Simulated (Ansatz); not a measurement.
# PtSe2 (Sudovikovite): the cost of one run

Method: DFT PBEsol, scalar-relativistic, plane waves, PAW, in Ansatz 0.2.0.

The COD entry's cell or inner coordinates are ideal or old and differ from later refinements, so a difference from it is no clean test against experiment.

1 further run of the same task is left out (set aside as unsound or not needed).

### 1 The structure to begin with

Symmetry: P-3m1, No. 164, trigonal system. Conventional cell: a = 3.760 Å, b = 3.760 Å, c = 4.863 Å, α = 90.00°, β = 90.00°, γ = 120.00°. Pt (site symmetry -3m) is surrounded by 6 Se at 2.51 Å. Se (site symmetry 3m) is surrounded by 3 Pt at 2.51 Å.

Structure file:

```cif
data_structure
_symmetry_space_group_name_H-M 'P 1'
_symmetry_Int_Tables_number 1
_cell_length_a 3.7603
_cell_length_b 3.7603
_cell_length_c 4.8632
_cell_angle_alpha 90.000
_cell_angle_beta 90.000
_cell_angle_gamma 120.000
_cell_volume 59.55
loop_
_atom_site_label
_atom_site_type_symbol
_atom_site_fract_x
_atom_site_fract_y
_atom_site_fract_z
_atom_site_occupancy
Pt1 Pt 0.00000 0.00000 0.00000 1
Se1 Se 0.33333 0.66667 0.26078 1
Se2 Se 0.66667 0.33333 0.73922 1
```

This cell was relaxed beforehand with the same method: volume 19.85 Å³/atom, gap on the mesh none (metal).

The bulk reference comes from a run made before at the same settings: -7744.4898 eV/atom.

### 2 Cutting the (001) slab

Planes are indexed in the bulk's conventional cell (P-3m1 (No. 164)), a = 3.760 Å, b = 3.760 Å, c = 4.863 Å, α = 90.00°, β = 90.00°, γ = 120.00°.

Cut from the relaxed bulk: a (001) slab, 12.3 Å thick as cut, with 15 Å of vacuum; its outer planes are Se (top) and Se (bottom).

The slab as cut. Its planes from the bottom up:

```csv
plane,atoms per cell,height over the lowest (Å)
1,Se,0.00
2,Pt,1.27
3,Se,2.54
4,Se,4.86
5,Pt,6.13
6,Se,7.40
7,Se,9.73
8,Pt,10.99
9,Se,12.26
```

### 3 The slab as cut, atoms at the bulk's places

The cell repeats along c, and a dipole correction in the vacuum removes the field between the copies.

Input file input.yaml:

```yaml
crystal:
  lattice:
    - [3.7603065707, 0.0, 0.0]
    - [-1.8801532853, 3.2565210162, 0.0]
    - [0.0, 0.0, 27.2629335211]
  atoms:
    - { symbol: Se, position: [0.6666666667, 0.3333333333, 0.2750987891] }
    - { symbol: Pt, position: [0.0, 0.0, 0.3216171851] }
    - { symbol: Se, position: [0.3333333333, 0.6666666667, 0.368135581] }
    - { symbol: Se, position: [0.6666666667, 0.3333333333, 0.4534816041] }
    - { symbol: Pt, position: [0.0, 0.0, 0.5] }
    - { symbol: Se, position: [0.3333333333, 0.6666666667, 0.5465183959] }
    - { symbol: Se, position: [0.6666666667, 0.3333333333, 0.631864419] }
    - { symbol: Pt, position: [0.0, 0.0, 0.6783828149] }
    - { symbol: Se, position: [0.3333333333, 0.6666666667, 0.7249012109] }
basis:
  ecutwfc: 420
kpoints:
  mp_grid: { grid: [9, 9, 1] }
hamiltonian:
  xc: pbesol
scf:
  occupations: { method: gaussian, width: 0.1 }
output:
  forces: true
  stress: true
  eigenvalues: true
efield:
  axis: 3
  dipole_correction: true
```

Command:

```bash
ansatz run input.yaml --threads 1 --pin off --max-ram 2560MiB --backend cpu --events-out ev --progress --plain --runs-dir out
```

**Question.** How long does this run take on 1 thread of Arm Neoverse V2, shared host, and how much memory does it need?

About 29 s, with a peak of 0.64 GiB.
